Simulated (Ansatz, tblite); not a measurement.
# Ge(OEt)2Me2 (C₆H₁₆GeO₂): a ladder of methods and basis sets

How do method and basis change the picture of Ge(OEt)2Me2 (C₆H₁₆GeO₂) (singlet)?

The runs use Ansatz 0.2.0, Gaussian basis; as each input shows.

The runs, in order: GFN1-xTB, GFN2-xTB, PBE-D4/def2-TZVP, r2SCAN-D4/def2-TZVP, B2PLYP/def2-TZVP, r2SCAN0-D4/def2-TZVP, CAM-B3LYP-D4/def2-TZVP, LC-ωPBE(0.10)/def2-SVP, LC-ωPBE(0.15)/def2-SVP, LC-ωPBE(0.20)/def2-SVP, LC-ωPBE(0.30)/def2-SVP, PBE-D4/def2-SVP, PBE0-D4/def2-SVP, HF/STO-3G, HF/6-31G, B3LYP-D4/6-31G, CCSD(T)/def2-TZVP, RPA/def2-TZVP.

## Step 1: The relaxed structure

The geometry is that of the singlet, from an earlier relaxation (PBE-D4/def2-SVP).

25 atoms, charge 0, spin multiplicity 1.

Bond lengths: Ge1–O2 1.799 Å, Ge1–O10 1.810 Å, Ge1–C18 1.964 Å, Ge1–C22 1.947 Å, O2–C3 1.422 Å, C3–C4 1.521 Å, C3–H5 1.116 Å, C3–H6 1.119 Å, C4–H7 1.109 Å, C4–H8 1.109 Å, C4–H9 1.108 Å, O10–C11 1.417 Å, C11–C12 1.523 Å, C11–H13 1.119 Å, C11–H14 1.118 Å, C12–H15 1.109 Å, C12–H16 1.109 Å, C12–H17 1.109 Å and more. Angles: O2–Ge1–O10 103.8°, O2–Ge1–C18 110.9°, O2–Ge1–C22 104.5°, O10–Ge1–C18 110.1°, O10–Ge1–C22 110.5°, C18–Ge1–C22 116.2°, Ge1–O2–C3 119.7°, O2–C3–C4 108.9°, O2–C3–H5 110.7°, O2–C3–H6 110.8°, C4–C3–H5 110.0°, C4–C3–H6 109.7°, H5–C3–H6 106.7°, C3–C4–H7 111.0°, C3–C4–H8 110.5°, C3–C4–H9 110.4°, H7–C4–H8 108.5°, H7–C4–H9 108.5° and more.

Coordinates:

```xyz
25
C6H16GeO2
Ge   -1.03835   -0.30174   -0.18416
O    -0.67640   -0.35679    1.57697
C     0.35237    0.46787    2.11056
C     0.64597    0.02814    3.53648
H     1.27719    0.39535    1.48993
H     0.04393    1.54388    2.10419
H     1.43578    0.65982    3.99200
H    -0.26665    0.10185    4.16194
H     0.98582   -1.02684    3.55259
O     0.55603   -0.65313   -0.96526
C     1.01185   -0.01630   -2.14571
C     2.53284   -0.07851   -2.19157
H     0.58982   -0.51921   -3.05231
H     0.68077    1.05061   -2.20038
H     2.92066    0.37174   -3.12841
H     2.97246    0.46567   -1.33041
H     2.87633   -1.13175   -2.13882
C    -1.67194    1.48020   -0.71261
H    -1.93047    1.51155   -1.78923
H    -0.90026    2.24814   -0.50962
H    -2.57771    1.72576   -0.12425
C    -2.27746   -1.77510   -0.47410
H    -3.19166   -1.62773    0.13259
H    -1.79194   -2.72100   -0.16768
H    -2.55897   -1.84245   -1.54274
```

PBE0-D4/def2-TZVP was run before; its log isn't repeated, and its numbers join the tables.

## Step 2: GFN1-xTB

Tight binding, by tblite at 300 K electronic temperature and without a spin-polarisation term:

```python
tblite.interface.Calculator('GFN1-xTB', numbers, positions, charge=0, uhf=0).singlepoint()
```

Energy -881.4267 eV, HOMO -11.57 eV, LUMO -4.56 eV; 0.023 s.

## Step 3: GFN2-xTB

Tight binding, by tblite at 300 K electronic temperature and without a spin-polarisation term:

```python
tblite.interface.Calculator('GFN2-xTB', numbers, positions, charge=0, uhf=0).singlepoint()
```

Energy -845.8231 eV, HOMO -10.69 eV, LUMO -3.64 eV; 0.013 s.

## Step 4: PBE-D4/def2-TZVP

start.molden holds the orbitals of an earlier run on this state, given as this run's starting guess.

File in.yaml:

```yaml
crystal:
  periodic: [false, false, false]
  atoms:
    - {symbol: Ge, position_ang: [-1.038353, -0.301740, -0.184163]}
    - {symbol: O, position_ang: [-0.676404, -0.356793, 1.576967]}
    - {symbol: C, position_ang: [0.352371, 0.467867, 2.110555]}
    - {symbol: C, position_ang: [0.645970, 0.028137, 3.536477]}
    - {symbol: H, position_ang: [1.277193, 0.395348, 1.489927]}
    - {symbol: H, position_ang: [0.043930, 1.543876, 2.104186]}
    - {symbol: H, position_ang: [1.435783, 0.659822, 3.992003]}
    - {symbol: H, position_ang: [-0.266655, 0.101848, 4.161944]}
    - {symbol: H, position_ang: [0.985820, -1.026838, 3.552592]}
    - {symbol: O, position_ang: [0.556034, -0.653126, -0.965260]}
    - {symbol: C, position_ang: [1.011848, -0.016300, -2.145706]}
    - {symbol: C, position_ang: [2.532842, -0.078511, -2.191567]}
    - {symbol: H, position_ang: [0.589823, -0.519212, -3.052314]}
    - {symbol: H, position_ang: [0.680770, 1.050611, -2.200376]}
    - {symbol: H, position_ang: [2.920655, 0.371745, -3.128407]}
    - {symbol: H, position_ang: [2.972458, 0.465670, -1.330412]}
    - {symbol: H, position_ang: [2.876327, -1.131747, -2.138816]}
    - {symbol: C, position_ang: [-1.671940, 1.480200, -0.712607]}
    - {symbol: H, position_ang: [-1.930473, 1.511547, -1.789232]}
    - {symbol: H, position_ang: [-0.900265, 2.248137, -0.509620]}
    - {symbol: H, position_ang: [-2.577708, 1.725756, -0.124249]}
    - {symbol: C, position_ang: [-2.277462, -1.775102, -0.474098]}
    - {symbol: H, position_ang: [-3.191657, -1.627727, 0.132588]}
    - {symbol: H, position_ang: [-1.791937, -2.721003, -0.167678]}
    - {symbol: H, position_ang: [-2.558968, -1.842445, -1.542736]}
basis:
  gaussian: {orbitals: def2-TZVP, initial_orbitals: start.molden}
hamiltonian: {xc: pbe, dispersion: d4}
scf: {omitted_lower_state_checks: [starts]}
output: {orbitals: {seedname: orbitals}}
```

Command:

```
$ ansatz run in.yaml --threads 2 --pin off --events-out ev --progress --plain --max-ram 22528MiB --backend cuda --devices 0, --max-vram 18GiB
```

Log:

```text
Functional definition: PBE
  name "PBE"
  cite "Perdew, Burke & Ernzerhof, Phys. Rev. Lett. 77, 3865 (1996) doi:10.1103/PhysRevLett.77.3865"
  parent pbe
  parameter kappa = 0.804
  parameter beta = 0.06672455060314922
  exchange = pbe_x(kappa = kappa, mu = beta*pi^2/3)
  correlation = pbe_c(beta = beta)
these checks for a lower state are left out or cut short: starts
2444 factors; their error is unknown
mean field evaluation 1: about -67078.9035 eV, gradient 1.5e1 eV
mean field evaluation 2: about -67079.1345 eV, gradient 2.4e-1 eV
mean field evaluation 4: about -67079.0507 eV, gradient 1.1e-3 eV
mean field -67079.05068491 eV, -2465.1096448569 hartree, gradient 1.4e-5 eV, S^2 0.000000; 0 other end points of the search recorded, 0 dependent functions left out
reference -67079.05075260 eV, -2465.1096473443 hartree; 50, 50 occupied and 342, 342 virtual orbitals, 2444 factors
Total energy: -67079.61621498 eV, -2465.1304277036 hartree
Checks for a lower state left out: starts
```

It took 1.7 s on 1 × H100 (card shared with other runs) with 2 threads of AMD EPYC 7R13, shared host; peak host memory 0.92 GiB.

From the report: HOMO -5.87 eV, LUMO -0.16 eV.

## Step 5: r2SCAN-D4/def2-TZVP

Changes to in.yaml since step 4:

```diff
@@ -30,3 +30,3 @@
   gaussian: {orbitals: def2-TZVP, initial_orbitals: start.molden}
-hamiltonian: {xc: pbe, dispersion: d4}
+hamiltonian: {xc: r2scan, dispersion: d4}
 scf: {omitted_lower_state_checks: [starts]}
```

The command is unchanged.

Log:

```text
Functional definition: r2SCAN
  name "r2SCAN"
  cite "Furness, Kaplan, Ning, Perdew & Sun, J. Phys. Chem. Lett. 11, 8208 (2020) doi:10.1021/acs.jpclett.0c02405"
  cite "Furness, Kaplan, Ning, Perdew & Sun, J. Phys. Chem. Lett. 11, 9248 (2020) doi:10.1021/acs.jpclett.0c03077"
  parent r2scan
  parameter k0 = 0.174
  parameter k1 = 0.065
  parameter a1 = 4.9479
  exchange = r2scan_x(k0 = k0, k1 = k1, a1 = a1)
  correlation = r2scan_c
these checks for a lower state are left out or cut short: starts
2444 factors; their error is unknown
mean field evaluation 1: about -67094.9950 eV, gradient 8.3e0 eV
mean field evaluation 2: about -67095.0703 eV, gradient 8.4e-2 eV
mean field evaluation 4: about -67094.9954 eV, gradient 6.9e-4 eV
mean field -67094.99536720 eV, -2465.6956011232 hartree, gradient 1.1e-5 eV, S^2 0.000000; 0 other end points of the search recorded, 0 dependent functions left out
reference -67094.99538603 eV, -2465.6956018152 hartree; 50, 50 occupied and 342, 342 virtual orbitals, 2444 factors
Total energy: -67095.15868014 eV, -2465.7016027631 hartree
Checks for a lower state left out: starts
```

Wall time 2 s (1 × H100 (card shared with other runs) with 2 threads of AMD EPYC 7R13, shared host); peak host memory 0.97 GiB.

HOMO -6.18 eV, LUMO 0.43 eV.

## Step 6: B2PLYP/def2-TZVP

Changes to in.yaml since step 5:

```diff
@@ -30,4 +30,4 @@
   gaussian: {orbitals: def2-TZVP, initial_orbitals: start.molden}
-hamiltonian: {xc: r2scan, dispersion: d4}
+hamiltonian: {xc: {name: B2PLYP}}
 scf: {omitted_lower_state_checks: [starts]}
-output: {orbitals: {seedname: orbitals}}
+output: {forces: true}
```

The command is unchanged.

Log, cut to the lines that bear on the results:

```text
Functional definition: B2PLYP
  name "B2PLYP"
  cite "Grimme, J. Chem. Phys. 124, 034108 (2006) doi:10.1063/1.2148954"
  cite "Becke, Phys. Rev. A 38, 3098 (1988) doi:10.1103/PhysRevA.38.3098"
  cite "Lee, Yang & Parr, Phys. Rev. B 37, 785 (1988) doi:10.1103/PhysRevB.37.785"
[...]
2728 factors; integrals over basis functions are off by at most 1.2e-3 eV
[...]
mean field -67066.45750212 eV, -2464.6468539251 hartree, gradient 3.0e-6 eV, S^2 0.000000; 0 other end points of the search recorded, 0 dependent functions left out
17 core orbitals not correlated: weight in the atoms' cores, before any rotation towards them, 1.000 or more for the frozen orbitals, at most 0.000 for the correlated occupied ones
reference -67066.45777384 eV, -2464.6468639109 hartree; 33, 33 occupied and 342, 342 virtual orbitals, 2728 factors
second order -57.72591774 eV of doubles, -0.00000000 eV of singles
[...]
Atom 16 at     2.876327    -1.131747    -2.138816 Å, force    -0.200805     0.578830    -0.045270 eV/Å
Atom 17 at    -1.671940     1.480200    -0.712607 Å, force    -0.129940     0.376232    -0.096041 eV/Å
Atom 18 at    -1.930473     1.511547    -1.789232 Å, force     0.135433    -0.014524     0.571391 eV/Å
Atom 19 at    -0.900265     2.248137    -0.509620 Å, force    -0.420165    -0.405415    -0.114061 eV/Å
Atom 20 at    -2.577708     1.725756    -0.124249 Å, force     0.470034    -0.118153    -0.312365 eV/Å
Atom 21 at    -2.277462    -1.775102    -0.474098 Å, force    -0.244785    -0.336205    -0.058356 eV/Å
Atom 22 at    -3.191657    -1.627727     0.132588 Å, force     0.471646    -0.082756    -0.323277 eV/Å
Atom 23 at    -1.791937    -2.721003    -0.167678 Å, force    -0.264081     0.499503    -0.169426 eV/Å
Atom 24 at    -2.558968    -1.842445    -1.542736 Å, force     0.136512     0.023170     0.559876 eV/Å
Dipole moment:    -0.166429     0.286800    -0.302092 e Å
Checks for a lower state left out: starts
```

It took 4.6 s on 1 × H100 (card shared with other runs) with 2 threads of AMD EPYC 7R13, shared host; peak host memory 2.6 GiB.

## Step 7: r2SCAN0-D4/def2-TZVP

Changes to in.yaml since step 6:

```diff
@@ -30,4 +30,4 @@
   gaussian: {orbitals: def2-TZVP, initial_orbitals: start.molden}
-hamiltonian: {xc: {name: B2PLYP}}
+hamiltonian: {xc: {name: r2SCAN0}, dispersion: d4}
 scf: {omitted_lower_state_checks: [starts]}
-output: {forces: true}
+output: {orbitals: {seedname: orbitals}}
```

Launched as before.

Log, cut to the lines that bear on the results:

```text
Functional definition: r2SCAN0
  name "r2SCAN0"
  cite "Bursch, Neugebauer, Ehlert & Grimme, J. Chem. Phys. 156, 134105 (2022) doi:10.1063/5.0086040"
  cite "Furness, Kaplan, Ning, Perdew & Sun, J. Phys. Chem. Lett. 11, 8208 (2020) doi:10.1021/acs.jpclett.0c02405"
  cite "Furness, Kaplan, Ning, Perdew & Sun, J. Phys. Chem. Lett. 11, 9248 (2020) doi:10.1021/acs.jpclett.0c03077"
  parent r2scan
[...]
2487 factors; their error is unknown
[...]
mean field -67093.29942922 eV, -2465.6332765520 hartree, gradient 1.8e-5 eV, S^2 0.000000; 0 other end points of the search recorded, 0 dependent functions left out
reference -67093.29944422 eV, -2465.6332771035 hartree; 50, 50 occupied and 342, 342 virtual orbitals, 2487 factors
Total energy: -67093.48714681 eV, -2465.6401750463 hartree
Checks for a lower state left out: starts
```

Wall time 2.1 s (1 × H100 (card shared with other runs) with 2 threads of AMD EPYC 7R13, shared host); peak host memory 0.96 GiB.

From the report: HOMO -7.61 eV, LUMO 1.07 eV.

## Step 8: CAM-B3LYP-D4/def2-TZVP

Changes to in.yaml since step 7:

```diff
@@ -30,3 +30,3 @@
   gaussian: {orbitals: def2-TZVP, initial_orbitals: start.molden}
-hamiltonian: {xc: {name: r2SCAN0}, dispersion: d4}
+hamiltonian: {xc: {name: CAM-B3LYP}, dispersion: d4}
 scf: {omitted_lower_state_checks: [starts]}
```

Same command.

Log, cut to the lines that bear on the results:

```text
Functional definition: CAM-B3LYP
  name "CAM-B3LYP"
  cite "Yanai, Tew & Handy, Chem. Phys. Lett. 393, 51 (2004) doi:10.1016/j.cplett.2004.06.011"
  cite "Iikura, Tsuneda, Yanai & Hirao, J. Chem. Phys. 115, 3540 (2001) doi:10.1063/1.1383587"
  cite "Becke, Phys. Rev. A 38, 3098 (1988) doi:10.1103/PhysRevA.38.3098"
  cite "Lee, Yang & Parr, Phys. Rev. B 37, 785 (1988) doi:10.1103/PhysRevB.37.785"
  cite "Vosko, Wilk & Nusair, Can. J. Phys. 58, 1200 (1980) doi:10.1139/p80-159"
[...]
  # Exact exchange under (alpha + beta erf(omega r))/r, Becke's under what is left of 1/r.
[...]
2475 factors; their error is unknown
707 factors; integrals over basis functions are off by at most 1.4e-5 eV
[...]
mean field -67099.48615204 eV, -2465.8606344222 hartree, gradient 5.1e-6 eV, S^2 0.000000; 0 other end points of the search recorded, 0 dependent functions left out
reference -67099.48636360 eV, -2465.8606421970 hartree; 50, 50 occupied and 342, 342 virtual orbitals, 2475 factors
Total energy: -67099.98201468 eV, -2465.8788570382 hartree
Checks for a lower state left out: starts
```

Run time: 2.1 s. Hardware: 1 × H100 (card shared with other runs) with 2 threads of AMD EPYC 7R13, shared host; peak host memory 0.95 GiB.

Report: HOMO -8.82 eV, LUMO 1.44 eV.

## Step 9: LC-ωPBE(0.10)/def2-SVP

Changes to in.yaml since step 8:

```diff
@@ -29,4 +29,4 @@
 basis:
-  gaussian: {orbitals: def2-TZVP, initial_orbitals: start.molden}
-hamiltonian: {xc: {name: CAM-B3LYP}, dispersion: d4}
+  gaussian: {orbitals: def2-SVP, initial_orbitals: start.molden}
+hamiltonian: {xc: {name: LC-wPBE, parameters: {omega: 0.1/bohr}}}
 scf: {omitted_lower_state_checks: [starts]}
```

Same command.

Log, cut to the lines that bear on the results:

```text
Functional definition: LC-wPBE
  name "LC-wPBE"
  cite "Vydrov & Scuseria, J. Chem. Phys. 125, 234109 (2006) doi:10.1063/1.2409292"
  cite "Heyd & Scuseria, J. Chem. Phys. 120, 7274 (2004) doi:10.1063/1.1668634"
  cite "Ernzerhof & Perdew, J. Chem. Phys. 109, 3313 (1998) doi:10.1063/1.476928"
  cite "Perdew, Burke & Ernzerhof, Phys. Rev. Lett. 77, 3865 (1996) doi:10.1103/PhysRevLett.77.3865"
  parent pbe
[...]
  with omega = 0.1/bohr from the input
[...]
2513 factors; their error is unknown
163 factors; integrals over basis functions are off by at most 2.3e-7 eV
[...]
mean field -67061.94625795 eV, -2464.4810687598 hartree, gradient 1.5e-5 eV, S^2 0.000000; 0 other end points of the search recorded, 0 dependent functions left out
reference -67061.94625813 eV, -2464.4810687665 hartree; 50, 50 occupied and 174, 174 virtual orbitals, 2513 factors
Total energy: -67061.94625813 eV, -2464.4810687665 hartree
Checks for a lower state left out: starts
```

Run time: 1.7 s. Hardware: 1 × H100 (card shared with other runs) with 2 threads of AMD EPYC 7R13, shared host; peak host memory 0.92 GiB.

From the report: HOMO -7.18 eV, LUMO 1.66 eV.

## Step 10: LC-ωPBE(0.15)/def2-SVP

Changes to in.yaml since step 9:

```diff
@@ -30,3 +30,3 @@
   gaussian: {orbitals: def2-SVP, initial_orbitals: start.molden}
-hamiltonian: {xc: {name: LC-wPBE, parameters: {omega: 0.1/bohr}}}
+hamiltonian: {xc: {name: LC-wPBE, parameters: {omega: 0.15/bohr}}}
 scf: {omitted_lower_state_checks: [starts]}
```

Launched as before.

Log, cut to the lines that bear on the results:

```text
Functional definition: LC-wPBE
  name "LC-wPBE"
  cite "Vydrov & Scuseria, J. Chem. Phys. 125, 234109 (2006) doi:10.1063/1.2409292"
  cite "Heyd & Scuseria, J. Chem. Phys. 120, 7274 (2004) doi:10.1063/1.1668634"
  cite "Ernzerhof & Perdew, J. Chem. Phys. 109, 3313 (1998) doi:10.1063/1.476928"
  cite "Perdew, Burke & Ernzerhof, Phys. Rev. Lett. 77, 3865 (1996) doi:10.1103/PhysRevLett.77.3865"
  parent pbe
[...]
  with omega = 0.15/bohr from the input
[...]
2513 factors; their error is unknown
308 factors; integrals over basis functions are off by at most 6.6e-7 eV
[...]
mean field -67062.96715519 eV, -2464.5185860414 hartree, gradient 1.5e-5 eV, S^2 0.000000; 0 other end points of the search recorded, 0 dependent functions left out
reference -67062.96715526 eV, -2464.5185860442 hartree; 50, 50 occupied and 174, 174 virtual orbitals, 2513 factors
Total energy: -67062.96715526 eV, -2464.5185860442 hartree
Checks for a lower state left out: starts
```

It took 1.8 s on 1 × H100 (card shared with other runs) with 2 threads of AMD EPYC 7R13, shared host; peak host memory 0.91 GiB.

Report: HOMO -7.83 eV, LUMO 2.19 eV.

## Step 11: LC-ωPBE(0.20)/def2-SVP

Changes to in.yaml since step 10:

```diff
@@ -30,3 +30,3 @@
   gaussian: {orbitals: def2-SVP, initial_orbitals: start.molden}
-hamiltonian: {xc: {name: LC-wPBE, parameters: {omega: 0.15/bohr}}}
+hamiltonian: {xc: {name: LC-wPBE, parameters: {omega: 0.2/bohr}}}
 scf: {omitted_lower_state_checks: [starts]}
```

Launched as before.

Log, cut to the lines that bear on the results:

```text
Functional definition: LC-wPBE
  name "LC-wPBE"
  cite "Vydrov & Scuseria, J. Chem. Phys. 125, 234109 (2006) doi:10.1063/1.2409292"
  cite "Heyd & Scuseria, J. Chem. Phys. 120, 7274 (2004) doi:10.1063/1.1668634"
  cite "Ernzerhof & Perdew, J. Chem. Phys. 109, 3313 (1998) doi:10.1063/1.476928"
  cite "Perdew, Burke & Ernzerhof, Phys. Rev. Lett. 77, 3865 (1996) doi:10.1103/PhysRevLett.77.3865"
  parent pbe
[...]
  with omega = 0.2/bohr from the input
[...]
2513 factors; their error is unknown
418 factors; integrals over basis functions are off by at most 2.8e-6 eV
[...]
mean field -67064.18035843 eV, -2464.5631704382 hartree, gradient 1.5e-5 eV, S^2 0.000000; 0 other end points of the search recorded, 0 dependent functions left out
reference -67064.18035847 eV, -2464.5631704397 hartree; 50, 50 occupied and 174, 174 virtual orbitals, 2513 factors
Total energy: -67064.18035847 eV, -2464.5631704397 hartree
Checks for a lower state left out: starts
```

Run time: 1.6 s. Hardware: 1 × H100 (card shared with other runs) with 2 threads of AMD EPYC 7R13, shared host; peak host memory 0.91 GiB.

Report: HOMO -8.39 eV, LUMO 2.60 eV.

## Step 12: LC-ωPBE(0.30)/def2-SVP

Changes to in.yaml since step 11:

```diff
@@ -30,3 +30,3 @@
   gaussian: {orbitals: def2-SVP, initial_orbitals: start.molden}
-hamiltonian: {xc: {name: LC-wPBE, parameters: {omega: 0.2/bohr}}}
+hamiltonian: {xc: {name: LC-wPBE, parameters: {omega: 0.3/bohr}}}
 scf: {omitted_lower_state_checks: [starts]}
```

The command is unchanged.

Log, cut to the lines that bear on the results:

```text
Functional definition: LC-wPBE
  name "LC-wPBE"
  cite "Vydrov & Scuseria, J. Chem. Phys. 125, 234109 (2006) doi:10.1063/1.2409292"
  cite "Heyd & Scuseria, J. Chem. Phys. 120, 7274 (2004) doi:10.1063/1.1668634"
  cite "Ernzerhof & Perdew, J. Chem. Phys. 109, 3313 (1998) doi:10.1063/1.476928"
  cite "Perdew, Burke & Ernzerhof, Phys. Rev. Lett. 77, 3865 (1996) doi:10.1103/PhysRevLett.77.3865"
  parent pbe
[...]
  with omega = 0.3/bohr from the input
[...]
2513 factors; their error is unknown
626 factors; integrals over basis functions are off by at most 8.1e-6 eV
[...]
mean field -67066.68132038 eV, -2464.6550790945 hartree, gradient 1.7e-5 eV, S^2 0.000000; 0 other end points of the search recorded, 0 dependent functions left out
reference -67066.68132039 eV, -2464.6550790951 hartree; 50, 50 occupied and 174, 174 virtual orbitals, 2513 factors
Total energy: -67066.68132039 eV, -2464.6550790951 hartree
Checks for a lower state left out: starts
```

It took 1.7 s on 1 × H100 (card shared with other runs) with 2 threads of AMD EPYC 7R13, shared host; peak host memory 0.89 GiB.

From the report: HOMO -9.32 eV, LUMO 3.14 eV.

## Step 13: PBE-D4/def2-SVP

Changes to in.yaml since step 12:

```diff
@@ -30,3 +30,3 @@
   gaussian: {orbitals: def2-SVP, initial_orbitals: start.molden}
-hamiltonian: {xc: {name: LC-wPBE, parameters: {omega: 0.3/bohr}}}
+hamiltonian: {xc: pbe, dispersion: d4}
 scf: {omitted_lower_state_checks: [starts]}
```

The command is unchanged.

Log:

```text
Functional definition: PBE
  name "PBE"
  cite "Perdew, Burke & Ernzerhof, Phys. Rev. Lett. 77, 3865 (1996) doi:10.1103/PhysRevLett.77.3865"
  parent pbe
  parameter kappa = 0.804
  parameter beta = 0.06672455060314922
  exchange = pbe_x(kappa = kappa, mu = beta*pi^2/3)
  correlation = pbe_c(beta = beta)
these checks for a lower state are left out or cut short: starts
2513 factors; their error is unknown
mean field evaluation 1: about -67059.5344 eV, gradient 1.3e1 eV
mean field evaluation 2: about -67059.9555 eV, gradient 3.0e-1 eV
mean field evaluation 4: about -67059.8350 eV, gradient 6.2e-4 eV
mean field -67059.83495874 eV, -2464.4034799448 hartree, gradient 2.4e-5 eV, S^2 0.000000; 0 other end points of the search recorded, 0 dependent functions left out
reference -67059.83500989 eV, -2464.4034818248 hartree; 50, 50 occupied and 174, 174 virtual orbitals, 2513 factors
Total energy: -67060.40047228 eV, -2464.4242621841 hartree
Checks for a lower state left out: starts
```

It took 1.4 s on 1 × H100 (card shared with other runs) with 2 threads of AMD EPYC 7R13, shared host; peak host memory 0.89 GiB.

HOMO -5.71 eV, LUMO 0.27 eV.

## Step 14: PBE0-D4/def2-SVP

Changes to in.yaml since step 13:

```diff
@@ -30,3 +30,3 @@
   gaussian: {orbitals: def2-SVP, initial_orbitals: start.molden}
-hamiltonian: {xc: pbe, dispersion: d4}
+hamiltonian: {xc: pbe0, dispersion: d4}
 scf: {omitted_lower_state_checks: [starts]}
```

Same command.

Log:

```text
Functional definition: PBE0
  name "PBE0"
  cite "Adamo & Barone, J. Chem. Phys. 110, 6158 (1999) doi:10.1063/1.478522"
  cite "Perdew, Burke & Ernzerhof, Phys. Rev. Lett. 77, 3865 (1996) doi:10.1103/PhysRevLett.77.3865"
  parent pbe
  parameter a = 0.25
  parameter kappa = 0.804
  parameter beta = 0.06672455060314922
  exchange = (1 - a)*pbe_x(kappa = kappa, mu = beta*pi^2/3) + a*exact_x
  correlation = pbe_c(beta = beta)
these checks for a lower state are left out or cut short: starts
2552 factors; their error is unknown
mean field evaluation 1: about -67062.3476 eV, gradient 1.1e1 eV
mean field evaluation 2: about -67062.6172 eV, gradient 1.9e-1 eV
mean field evaluation 4: about -67062.7376 eV, gradient 3.3e-4 eV
mean field -67062.73760837 eV, -2464.5101503514 hartree, gradient 1.1e-5 eV, S^2 0.000000; 0 other end points of the search recorded, 0 dependent functions left out
reference -67062.73764871 eV, -2464.5101518340 hartree; 50, 50 occupied and 174, 174 virtual orbitals, 2552 factors
Total energy: -67063.22498379 eV, -2464.5280610676 hartree
Checks for a lower state left out: starts
```

It took 1.2 s on 1 × H100 (card shared with other runs) with 2 threads of AMD EPYC 7R13, shared host; peak host memory 0.89 GiB.

HOMO -7.28 eV, LUMO 1.16 eV.

(Part 1 of 2 ends here.)
